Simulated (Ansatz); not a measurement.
# SnO: the cost of one run

Program: Ansatz 0.2.0. Level of theory: DFT PBE+D3(BJ), scalar-relativistic, plane waves, PAW. These are calculated values, not measurements.

6 further runs of the same task are left out: 6 set aside as unsound or not needed. Runs told in other sessions of the task aren't counted.

## Step 1: The system as given

The structure is tetragonal, space group P4/nmm (No. 129). Conventional cell: a = 3.821 Å, b = 3.821 Å, c = 30.633 Å, α = 90.00°, β = 90.00°, γ = 90.00°. Around Sn (site symmetry 4mm) lie 4 O at 2.25 Å. O (site symmetry -4m2) has 4 Sn at 2.25 Å in its first shell of neighbours.

As a file:

```cif
data_structure
_symmetry_space_group_name_H-M 'P4/nmm:1'
_symmetry_Int_Tables_number 129
_cell_length_a 3.8206
_cell_length_b 3.8206
_cell_length_c 30.6334
_cell_angle_alpha 90.000
_cell_angle_beta 90.000
_cell_angle_gamma 90.000
_cell_volume 447.15
loop_
_atom_site_label
_atom_site_type_symbol
_atom_site_symmetry_multiplicity
_atom_site_Wyckoff_symbol
_atom_site_fract_x
_atom_site_fract_y
_atom_site_fract_z
_atom_site_occupancy
Sn1 Sn 2 c 0.50000 0.00000 0.46141 1
O1 O 2 b 0.00000 0.00000 0.50000 1
```

The sheet was relaxed beforehand at this level: -13183.8113 eV a cell, gap on the mesh 3.11 eV, ionisation potential 5.40 eV, electron affinity 2.29 eV.

## Step 2: Bands, density of states and charges of the sheet

The sheet is isolated along c: the input cuts the Coulomb interaction between periodic copies.

input.yaml

```yaml
crystal:
  lattice:
    - [3.8205604524, 0.0, 0.0]
    - [0.0, 3.8205604524, 0.0]
    - [0.0, 0.0, 30.6334027017]
  atoms:
    - { symbol: Sn, position: [0.5, 0.0, 0.4614138404] }
    - { symbol: O, position: [0.0, 0.0, 0.5] }
    - { symbol: O, position: [0.5, 0.5, 0.5] }
    - { symbol: Sn, position: [0.0, 0.5, 0.5385861596] }
  periodic: [true, true, false]
basis:
  ecutwfc: 420
kpoints:
  mp_grid: { grid: [6, 6, 1] }
  band_path:
    path:
      - [0, 0, 0]
      - [0.5, 0, 0]
      - [0.5, 0.5, 0]
      - [0, 0.5, 0]
      - [0, 0, 0]
      - [0.5, 0.5, 0]
    npoints: 16
hamiltonian:
  xc: pbe
  dispersion: d3bj
scf:
  occupations: { method: gaussian, width: 0.02 }
output:
  forces: true
  stress: true
  eigenvalues: true
  populations: true
  dos: { projected: true, de: 0.02, nscf_kmesh: { grid: [12, 12, 1] } }
  bader: true
  write_density: true
  write_potential: true
  elf: true
  volumetric_format: npy
```

On the command line:

```bash
> ansatz run input.yaml --threads 2 --pin off --max-ram 5120MiB --backend cpu --events-out ev --progress --plain --runs-dir out
```

**Question.** How long does this run take on 2 threads of Arm Neoverse V2, shared host, and how much memory does it need?

About 32 s, with a peak of 0.8 GiB.
